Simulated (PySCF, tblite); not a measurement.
# C₇H₁₁O radical: geometry, infrared bands and EPR parameters

What infrared bands and EPR parameters should C₇H₁₁O radical (`[CH2][C@@]1(CC=C)CCO1`) show?

The runs use tblite 0.8.0 and PySCF 2.14.0, with density-fitted response routines of our own; the level of theory stands in each step. All values are computed, except where a source is named. Atoms are numbered from 0 throughout.

### 1 The starting structure

19 atoms, charge 0, multiplicity 2; geometry from: force field or distance geometry start.

Bonds of the start (Å): C0–C1 1.48, C1–C2 1.56, C2–C3 1.51, C3–C4 1.34, C1–C5 1.54, C5–C6 1.52, C6–O7 1.44, O7–C1 1.46, C0–H8 1.09, C0–H9 1.08, C2–H10 1.09, C2–H11 1.09, C3–H12 1.07, C4–H13 1.10, C4–H14 1.09, C5–H15 1.08, C5–H16 1.10, C6–H17 1.09, C6–H18 1.10.

### 2 Relaxing the molecule with GFN2-xTB

What the job is given:

```
{"job": {"kind": "relax", "xc": "GFN2-xTB", "basis": "xTB"}, "charge": 0, "multiplicity": 2}
C     -1.034500    -1.171800    -1.298600
C     -0.670500    -0.472100    -0.049000
C      0.773000    -0.807200     0.438400
C      1.797100    -0.278100    -0.540100
C      2.701100     0.654000    -0.224600
C     -1.073500     1.016500    -0.003500
C     -1.902200     0.636000     1.209100
O     -1.595100    -0.763500     1.045200
H     -1.551000    -2.124900    -1.245500
H     -0.820000    -0.730000    -2.255800
H      0.886600    -1.890700     0.536200
H      0.929900    -0.381100     1.434400
H      1.812900    -0.734100    -1.512300
H      3.438900     0.975100    -0.969700
H      2.735400     1.132200     0.749100
H     -1.660900     1.380700    -0.836700
H     -0.267500     1.735700     0.212500
H     -2.976000     0.824600     1.124700
H     -1.533600     1.007800     2.178700
```

On the command line:

```sh
> OMP_NUM_THREADS=1 python probes_run.py task.json out
```

The driver reads the jobs from task.json and runs them one after another.

**Question.** This job is followed by: GFN2-xTB harmonic vibrations, gas phase; UKS B3LYP, pcH-1 on C H O, non-relativistic, mean-field spin-orbit, GIAO. What will the session give for the following? strongest single infrared mode (GFN2-xTB); zero-point energy (GFN2-xTB); g(iso) (B3LYP); ⟨S²⟩; largest a(iso) (averaged by class); potential on the surface of density 0.002 e/bohr³, 1st and 99th percentile.

The runs gave:

```
                                                                  quantity                 value
                                 strongest single infrared mode (GFN2-xTB)  1064 cm⁻¹, 74 km/mol
                                              zero-point energy (GFN2-xTB)         98.6 kcal/mol
                                                            g(iso) (B3LYP)               2.00250
                                                                      ⟨S²⟩    0.754 (exact 0.75)
                                        largest a(iso) (averaged by class)   13C on C0, 84.8 MHz
potential on the surface of density 0.002 e/bohr³, 1st and 99th percentile    -1.67 V and 0.89 V
```

In words: Over 102 steps the energy fell by 0.106 eV; of the close pairs, C1–C5 changed most, 1.543 to 1.567 Å. No mode is imaginary among the 51: a minimum at this level. The strongest single mode, at 1064 cm⁻¹, moves mainly O7 and C6. Unscaled tight-binding wavenumbers are off by several per cent, some by more. Its intensities can rank the bands wrongly. Most of the unpaired spin sits on C0 (1.06 e). The isotropic g lies 0.2 ppt above the free-electron value. These values are for one conformer; the search (at its own cheap level) found 2 more, at 0.66, 0.67 kcal/mol, and measured spectra average over such forms.
